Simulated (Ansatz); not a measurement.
# MgAs+ (singlet): wave-function methods side by side at distance As1–Mg2 = 2.245 Å, cc-pVTZ

An exercise on one series of results from a longer session: the logs are not shown, and one member is left open.

The runs use Ansatz 0.2.0, Gaussian basis; cc-pVTZ, core rule «outside noble gas», up to 19 orbitals frozen.

The runs, in order: UHF; CCSD(T) on RHF; CCSD(T) on UHF; BCCD(T) on RHF; CISD; CCSDT(Q) on RHF; CCSDT(Q) on UHF; CASSCF and MRCISD+Q, 2 electrons in 2 orbitals; CASSCF and NEVPT2, 2 electrons in 2 orbitals.

21 further runs of the same task are left out: 12 for a known fault of the program, 6 that didn't finish, 3 set aside as unsound or not needed.

### What is computed

The geometry derives from a PBE0/def2-TZVP stationary point (not a proven minimum). One bond is set to the value named and the two fragments are kept rigid. No spin-orbit coupling is included. The filled d shell of As may be among the frozen orbitals whatever the setting's name suggests; the logs give the count.

2 atoms, charge 1, spin multiplicity 1.

Atoms are counted from 1 here; the program's logs count them from 0.

Bond lengths: As1–Mg2 2.245 Å.

The first run:

in.yaml

```yaml
crystal:
  periodic: [false, false, false]
  atoms:
    - {symbol: As, position_ang: [0.000000, 0.000000, 0.000000]}
    - {symbol: Mg, position_ang: [0.000000, 0.000000, 2.245000]}
basis:
  gaussian: {orbitals: cc-pVTZ}
total_charge: 1
magnetization: {spin_polarized: true, initial_magnetization: 0}
hamiltonian: {xc: hf}
output: {orbitals: {seedname: orbitals}}
```

On the command line:

```bash
$ ansatz run in.yaml --threads 1 --pin off --events-out ev --progress --plain --max-ram 2393MiB
```

Among the steps run: UHF; CCSD(T) on RHF; CCSD(T) on UHF; BCCD(T) on RHF; CISD; CCSDT(Q) on RHF; CCSDT(Q) on UHF; CASSCF and MRCISD+Q, 2 electrons in 2 orbitals; CASSCF and NEVPT2, 2 electrons in 2 orbitals.

One table of the session follows, with a row left open; its other results are not shown here.

It belongs to the step «Misses and costs». 

```
       method  from RCCSDT(Q) (meV)
          RHF               +4313.8
          UHF                     ?
         RMP2               +1149.8
         UMP2                +287.6
         CISD                +676.7
        RCCSD                +449.2
        UCCSD                -350.9
     RCCSD(T)                +236.2
     UCCSD(T)                -559.9
      BCCD(T)                +236.9
       RCCSDT                 +60.7
       UCCSDT                -820.7
    RCCSDT(Q)                     0
    UCCSDT(Q)                -905.0
  CASSCF pair               +3744.9
  NEVPT2 pair                +636.6
  MRCISD pair                +339.8
MRCISD+Q pair                 +30.0
```

Q: Estimate the row for UHF from the others.

The run gave: from RCCSDT(Q) (meV): +2970.6. In the column «from RCCSDT(Q) (meV)» it lies between RMP2 (+1149.8) and CASSCF pair (+3744.9).

The program flags UCCSD(T), RCCSDT(Q), UCCSDT(Q) as in doubt (see the logs), so the zero of the table is itself unsure.

Caveats from the session: The determinant is far from a pure spin state, so its energy mixes those of several spin states (harmless only where they are near-degenerate, as at dissociation). The report flags that the cluster equations may have other roots. The program flags UCCSD(T), RCCSDT(Q), UCCSDT(Q) as in doubt, so the zero of the table is itself unsure. Warnings: restricted reference is unstable; spin contamination. Restricted and unrestricted rows rest on different reference determinants; where their highest levels disagree by more than a few hundredths of an eV, they describe different states and don't form one ladder.
